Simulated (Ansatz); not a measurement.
Predict the output of the script below (Ansatz 0.2.0 through its Python package).

The script, `clgeh2o_relaxed_scan.py`:
```python
"""One bond of ClGeH2O held at set lengths while the rest relaxes."""

import logging
import sys

import ansatz as az
import numpy as np

logging.basicConfig(stream=sys.stdout, format="[%(levelname)s] %(message)s")
log = logging.getLogger("calc")
log.setLevel(logging.INFO)


def main() -> None:
    geometry_ang = [
        ("O", (-0.3062, -0.5903, 1.6751)),
        ("Ge", (0.0833, -0.0765, -0.0056)),
        ("Cl", (-1.4034, 1.3365, -0.7801)),
        ("H", (0.1843, -1.3219, -0.9124)),
        ("H", (1.4919, 0.5786, -0.0185)),
    ]
    mol = az.Crystal.molecule()
    for symbol, xyz in geometry_ang:
        mol = mol.atom(symbol, xyz)

    calc = (
        mol.calculation()
        .basis(gaussian="def2-SVP")
        .functional("pbe0")
        .spin("collinear", total=1)
    )
    symbols = [site.symbol for site in mol.cartesian_sites]
    pairs = [(0, 1), (1, 2), (1, 3), (1, 4)]
    print("held (A)   E (eV)        ", "  ".join(f"{symbols[i]}{i}-{symbols[j]}{j}" for i, j in pairs))
    for length in [2.02, 2.19, 2.37, 2.63, 2.96]:
        r = calc.relax(constraints=[az.DistanceConstraint((1, 2), at=length)], force_tolerance=0.02, max_steps=60).run(threads=1).report
        xyz = np.array(r["positions_ang"])
        print(f"{length:6.2f} {r['free_energy_ev']:14.5f}  ", "  ".join(f"{np.linalg.norm(xyz[i] - xyz[j]):.3f}" for i, j in pairs))


if __name__ == "__main__":
    main()
```

```console
$ python clgeh2o_relaxed_scan.py
held (A)   E (eV)         O0-Ge1  Ge1-Cl2  Ge1-H3  Ge1-H4
DeckWarning: relax.constraints: the input's atoms, or those drawn, lie off the distances that are held; a relaxation that starts there is brought onto them ahead of its first SCF, by positions alone, an atom by 8.62e-2 Å at the most. With the symmetry detection on, the symmetry is detected on the input's atoms as so brought (as typed, where only the drawn atoms reach the distances), and notices that speak of the structure as typed mean those atoms
  2.02   -71093.35498   1.790  2.020  1.535  1.535
  2.19   -71093.52684   1.783  2.190  1.532  1.532
  2.37   -71093.25242   1.777  2.370  1.531  1.531
  2.63   -71092.54165   1.771  2.630  1.528  1.528
  2.96   -71091.71828   1.684  2.960  1.535  1.535
```
(Warnings from the package without file and line, repeats left out.)

What to keep in mind:
- Total energies depend on the basis set; only differences at equal settings carry meaning.
- The energies are electronic: no zero-point or thermal terms, and the basis set is short of its limit.
- The run takes the species as open-shell (spin multiplicity 2), which needn't be its ground state.
- It ran for 3.9 min on 1 thread of Arm Neoverse V1, on a shared host, peak memory 0.31 GiB.
